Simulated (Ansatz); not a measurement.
# SiH3O3 (SMILES [O][SiH](O)O) at UHF/def2-SVPD

Aim: the electronic atomisation energy of SiH3O3 at UHF/def2-SVPD, from 4 runs. 

Program for the calculation: Ansatz 0.2.0.

20 further runs of the same task are left out: 20 set aside as unsound or not needed. Runs told in other sessions of the task aren't counted.

## 1. The structure to begin with

The species is SiH3O3 (7 atoms), meant as a doublet with charge 0. As SMILES, `[O][SiH](O)O`. The shape is that of a PBE0-D4/def2-TZVP optimisation. This is one conformer, not always the lowest.

Bond lengths: O1–Si2 1.657 Å, Si2–O3 1.623 Å, Si2–O4 1.635 Å, Si2–H5 1.483 Å, O3–H6 0.959 Å, O4–H7 0.959 Å. Angles: O1–Si2–O3 116.5°, O1–Si2–O4 110.6°, O3–Si2–O4 106.2°, O1–Si2–H5 98.3°, O3–Si2–H5 108.9°, O4–Si2–H5 116.6°, Si2–O3–H6 117.7°, Si2–O4–H7 117.3°.

## 2. A single-point energy at UHF/def2-SVPD

File run.yaml:

```yaml
crystal:
  periodic: [false, false, false]
  atoms:
    - symbol: O
      position_ang: [-1.574100, -0.944300, 0.000300]
    - symbol: Si
      position_ang: [-0.294400, 0.091400, 0.191600]
    - symbol: O
      position_ang: [0.802600, -0.313200, 1.317400]
    - symbol: O
      position_ang: [0.528900, 0.254900, -1.211400]
    - symbol: H
      position_ang: [-1.048200, 1.278500, 0.661900]
    - symbol: H
      position_ang: [1.628500, -0.696500, 1.017400]
    - symbol: H
      position_ang: [0.018000, 0.261100, -2.022700]
basis:
  gaussian:
    orbitals: def2-SVPD
output: {orbitals: {seedname: orbitals}}
hamiltonian:
  xc: hf
accuracy: high
magnetization:
  spin_polarized: true
  initial_magnetization: 1
```

Launch:

```bash
$ ansatz run run.yaml --threads 1 --pin off --max-ram 2610MiB --events-out events.jsonl --progress --plain --runs-dir runs
```

The log of the run:

```text
Warning: RAYON_NUM_THREADS=1 ignored (pool sized by the plan → 1); use --threads N
Functional definition: HF
  name "HF"
  exchange = exact_x
  correlation = 0
2293 factors; integrals over basis functions are off by at most 3.6e-9 eV
mean field evaluation 1: about -14007.8923 eV, gradient 3.8e1 eV
mean field evaluation 2: about -14007.9033 eV, gradient 3.8e1 eV
mean field evaluation 4: about -14015.7100 eV, gradient 5.3e0 eV
mean field evaluation 8: about -14016.6157 eV, gradient 8.8e-1 eV
mean field evaluation 16: about -14016.6986 eV, gradient 1.7e-4 eV
mean field evaluation 32: about -14016.4604 eV, gradient 8.3e-1 eV
mean field evaluation 64: about -14016.2297 eV, gradient 2.3e0 eV
mean field evaluation 96: about -14016.6985 eV, gradient 1.7e-2 eV
mean field -14016.69859967 eV, -515.1041726782 hartree, gradient 4.6e-8 eV, S^2 0.757072; 3 other end points of the search recorded, 0 dependent functions left out
reference -14016.69859967 eV, -515.1041726782 hartree; 21, 20 occupied and 96, 97 virtual orbitals, 2293 factors
Total energy: -14016.69859967 eV, -515.1041726782 hartree
```

Wall time 17 s (1 thread of Arm Neoverse V2, shared host); peak memory 0.44 GiB.

## 3. The H atom at the same level

File input.yaml:

```yaml
crystal:
  periodic: [false, false, false]
  atoms:
    - symbol: H
      position_ang: [0.000000, 0.000000, 0.000000]
basis:
  gaussian: {orbitals: def2-SVPD}
hamiltonian: {xc: hf}
accuracy: high
magnetization: {spin_polarized: true, initial_magnetization: 1}
```

Run the same way, it converges to -0.49928 Eh (log not shown).

## 4. The O atom

File in.yaml:

```yaml
crystal:
  periodic: [false, false, false]
  atoms:
    - {symbol: O, position_ang: [0.000000, 0.000000, 0.000000]}
basis:
  gaussian:
    orbitals: def2-SVPD
accuracy: high
magnetization:
  spin_polarized: true
  initial_magnetization: 2
hamiltonian:
  xc: hf
```

Run the same way, it converges to -74.72423 Eh (log not shown).

## 5. The Si atom, same level

File input.yaml:

```yaml
crystal:
  periodic: [false, false, false]
  atoms:
    - {symbol: Si, position_ang: [0.000000, 0.000000, 0.000000]}
basis:
  gaussian:
    orbitals: def2-SVPD
hamiltonian:
  xc: hf
magnetization:
  spin_polarized: true
  initial_magnetization: 2
accuracy: high
```

Run the same way, it converges to -288.75424 Eh (log not shown).

## 6. Summary of results

At UHF/def2-SVPD:

| quantity | value |
| --- | --- |
| molecule: total energy | -515.10417 Eh |
| molecule: HOMO energy (highest over α and β) | -13.41 eV |
| molecule: LUMO energy (lowest over α and β) | 0.95 eV |
| molecule: ⟨S²⟩ | 0.757 |
| H atom: total energy | -0.49928 Eh |
| H atom: ⟨S²⟩ | 0.750 |
| O atom: total energy | -74.72423 Eh |
| O atom: ⟨S²⟩ | 2.009 |
| Si atom: total energy | -288.75424 Eh |
| Si atom: ⟨S²⟩ | 2.014 |
| electronic atomisation energy | 18.487 eV |

What this shows: Taking the molecule apart into free atoms costs 18.49 eV (426 kcal/mol), before zero-point energy and without spin-orbit coupling. Hartree–Fock lacks the correlation of the bonding pairs, which as a rule makes this value much too low; in minimal bases other errors can mask that.
